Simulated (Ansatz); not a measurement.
# LiMg: a single-point run

The task is a single-point run on LiMg. The structure is shown as the input types it.

Program: Ansatz 0.2.0. Level of theory: DFT, LDA, norm-conserving pseudopotentials, Ansatz's default files, scalar-relativistic (as first typed). These are calculated values, not measurements.

## 1. The system as given

The structure is trigonal, space group R-3m (No. 166). Conventional cell: a = 3.050 Å, b = 3.050 Å, c = 14.752 Å, α = 90.00°, β = 90.00°, γ = 120.00°. Li (site symmetry -3m) is surrounded by 6 Mg at 3.02 Å and 6 Li at 3.05 Å. Around Mg (site symmetry -3m) lie 6 Li at 3.02 Å and 6 Mg at 3.05 Å.

Structure file:

```
CELL_PARAMETERS angstrom
1.52481 0.88035 4.91741
-1.52481 0.88035 4.91741
0.00000 -1.76070 4.91741
ATOMIC_POSITIONS crystal
Li 0.00000 0.00000 0.00000
Mg 0.50000 0.50000 0.50000
```

## 2. The run

input.yaml

```yaml
crystal:
  lattice:
    - [1.5248111501, 0.880350128, 4.9174101038]
    - [-1.5248111501, 0.880350128, 4.9174101038]
    - [0.0, -1.760700256, 4.9174101038]
  atoms:
    - { symbol: Li, position: [0.0, 0.0, 0.0] }
    - { symbol: Mg, position: [0.5, 0.5, 0.5] }
kpoints:
  mp_grid: { grid: [16, 16, 16] }
scf:
  occupations: { method: fermi_dirac, width: 0.05 }
hamiltonian:
  xc: lda
  pseudopotentials: { kind: nc }
output:
  forces: true
  stress: true
  eigenvalues: true
  efg: { contact_densities: true }
```

The run is started by

```console
$ ansatz run input.yaml --threads 1 --pin off --max-ram 2048MiB --backend cpu --events-out ev --progress --plain --runs-dir out
```

**Question.** How will this run end, and is anything wrong with its input?

Nothing was computed: the input was turned down at the start. The line that matters: «output.efg without hamiltonian.pseudopotentials.kind: paw|paw_fr|all_electron or hamiltonian.pseudopotentials.kind: all_electron — the all-electron EFG reconstruction needs the PAW one-centre densities; drop the efg request ...»

Look at the input: hamiltonian.pseudopotentials.kind is nc. The program doesn't implement this method for this kind of system or basis.

The cure: set hamiltonian.pseudopotentials.kind to paw.
